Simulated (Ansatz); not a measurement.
# Br2H4N2Si: up Jacob's ladder to CCSD(T)

Aim: compute Br2H4N2Si with functionals from several rungs and with coupled cluster, and see how far each lands from CCSD(T) at the basis-set limit for the atomisation energy.

Computed with Ansatz 0.2.0, Gaussian basis. Level: functionals in def2-TZVPP, the program's frozen cores in correlated methods.

Levels to be run: LDA (SPW92), PBE-D4, revPBE-D4, BLYP-D4, r2SCAN-D4, B97M-V, PBE0-D4, B3LYP-D4, r2SCANh-D4, r2SCAN0-D4, HSE06-D4, BHLYP-D4, CAM-B3LYP-D4, LC-ωPBE, ωB97X-V, ωB97M-V, B2PLYP, PBE-QIDH; CCSD(T)/def2-SVP; CCSD(T)/def2-TZVPP; MP2/def2-QZVPP; extrapolation to the limit; RPA on PBE.

### 1 The geometry

The geometry comes from an earlier relaxation with PBE0-D4 in a triple-zeta def2 set; it is a stationary point, not always the lowest conformer.

SMILES `N[Si](N)(Br)Br`, 9 atoms, charge 0, spin multiplicity 1.

Atoms are counted from 1 here; the program's logs count them from 0.

Bond lengths: N1–Si2 1.690 Å, N1–H6 1.008 Å, N1–H7 1.007 Å, Si2–N3 1.690 Å, Si2–Br4 2.227 Å, Si2–Br5 2.227 Å, N3–H8 1.008 Å, N3–H9 1.007 Å. Angles: Si2–N1–H6 119.6°, Si2–N1–H7 120.3°, H6–N1–H7 112.5°, N1–Si2–N3 108.8°, N1–Si2–Br4 104.5°, N1–Si2–Br5 116.7°, N3–Si2–Br4 116.7°, N3–Si2–Br5 104.5°, Br4–Si2–Br5 106.1°, Si2–N3–H8 119.6°, Si2–N3–H9 120.3°, H8–N3–H9 112.5°.

Geometry (Å):

```mol
Br2H4N2Si
  3D, bonds by distance, orders not assigned

  9  8  0  0  0  0  0  0  0  0999 V2000
   -0.0111    1.3748   -0.5367 N   0  0
    0.3140   -0.2484   -0.1951 Si  0  0
   -0.7379   -0.7707    1.0207 N   0  0
    2.4902   -0.2933    0.2761 Br  0  0
    0.0120   -1.7016   -1.8556 Br  0  0
   -0.9482    1.6540   -0.7809 H   0  0
    0.6892    1.9526   -0.9711 H   0  0
   -0.7850   -0.2628    1.8899 H   0  0
   -0.9346   -1.7511    1.1355 H   0  0
  1  2  8  0
  2  3  8  0
  2  4  8  0
  2  5  8  0
  1  6  8  0
  1  7  8  0
  3  8  8  0
  3  9  8  0
M  END
```

### 2 LDA

This LDA is Slater exchange with PW92 correlation.

Input file in.yaml:

```yaml
crystal:
  periodic: [false, false, false]
  atoms:
    - {symbol: N, position_ang: [-0.011132, 1.374819, -0.536703]}
    - {symbol: Si, position_ang: [0.313965, -0.248375, -0.195051]}
    - {symbol: N, position_ang: [-0.737897, -0.770691, 1.020666]}
    - {symbol: Br, position_ang: [2.490239, -0.293298, 0.276139]}
    - {symbol: Br, position_ang: [0.012016, -1.701566, -1.855577]}
    - {symbol: H, position_ang: [-0.948243, 1.654042, -0.780921]}
    - {symbol: H, position_ang: [0.689220, 1.952638, -0.971123]}
    - {symbol: H, position_ang: [-0.785019, -0.262783, 1.889926]}
    - {symbol: H, position_ang: [-0.934649, -1.751086, 1.135544]}
basis:
  gaussian: {orbitals: def2-TZVPP}
hamiltonian: {xc: lda}
output: {orbitals: {seedname: orbitals}}
```

Run with:

```console
$ ansatz run in.yaml --threads 4 --pin off --events-out ev --progress --plain --max-ram 11315MiB
```

After this run come: PBE-D4 (GGA); revPBE-D4 (GGA); BLYP-D4 (GGA); r2SCAN-D4 (meta-GGA); B97M-V (meta-GGA); B3LYP-D4 (hybrid); r2SCANh-D4 (hybrid); r2SCAN0-D4 (hybrid); HSE06-D4 (hybrid); BHLYP-D4 (hybrid); CAM-B3LYP-D4 (range-separated); LC-ωPBE (range-separated); ωB97X-V (range-separated); ωB97M-V (range-separated); B2PLYP (double hybrid); PBE-QIDH (double hybrid); CCSD(T) in def2-SVP; CCSD(T) in def2-TZVPP; MP2 in def2-QZVPP; RPA on PBE orbitals.

**Question.** What will the summary of the whole plan be? Wanted: atomisation energy, CCSD(T)/CBS; farthest beyond LDA; mean size of error, GGA; mean size of error, meta-GGA; mean size of error, hybrid; mean size of error, range-separated; mean size of error, double hybrid; gap, smallest and largest; T1 diagnostic.

The runs gave:

| quantity | value |
| --- | --- |
| atomisation energy, CCSD(T)/CBS | 31.794 eV |
| functionals within 0.318 eV (1.0 %) | BLYP-D4, r2SCAN-D4, B97M-V, PBE0-D4, B3LYP-D4, HSE06-D4, CAM-B3LYP-D4, ωB97X-V, ωB97M-V |
| farthest beyond LDA | BHLYP-D4 (-1.225 eV) |
| mean size of error, GGA | 0.382 eV |
| mean size of error, meta-GGA | 0.257 eV |
| mean size of error, hybrid | 0.544 eV |
| mean size of error, range-separated | 0.225 eV |
| mean size of error, double hybrid | 0.625 eV |
| gap, smallest and largest | 5.62 eV (BLYP-D4), 13.01 eV (LC-ωPBE) |
| T1 diagnostic | 0.0080 |
| triples share of the correlation energy | 3.6 % |

**Reading.** The LDA atomisation energy is off by 4.539 eV (14 %): it overbinds. PBE-D4 is off by +0.372 eV. Double hybrids carry the basis error of their MP2 part in triple zeta, and no dispersion term here, so their miss is partly the set-up's. The rungs range-separated, meta-GGA miss on average by less than the doubt on the reference (0.318 eV), so they tie. Misses under about 0.318 eV are within the doubt on the reference itself, which lacks core-valence correlation, relativity and higher excitations, and its outer-core shells are covered unevenly. All levels share the lack of spin-orbit coupling, which lowers the free heavy atoms and so the true binding. Hartree-Fock recovers 68 % of the binding; the rest is correlation. CCSD(T) in def2-SVP is off by -3.330 eV, so the small basis spoils what the method gains. The gap grows from 5.6 to 13.0 eV across the functionals, mostly with the share of exact exchange. Correlated methods include outer-core shells of Br, which these sets cover unevenly.
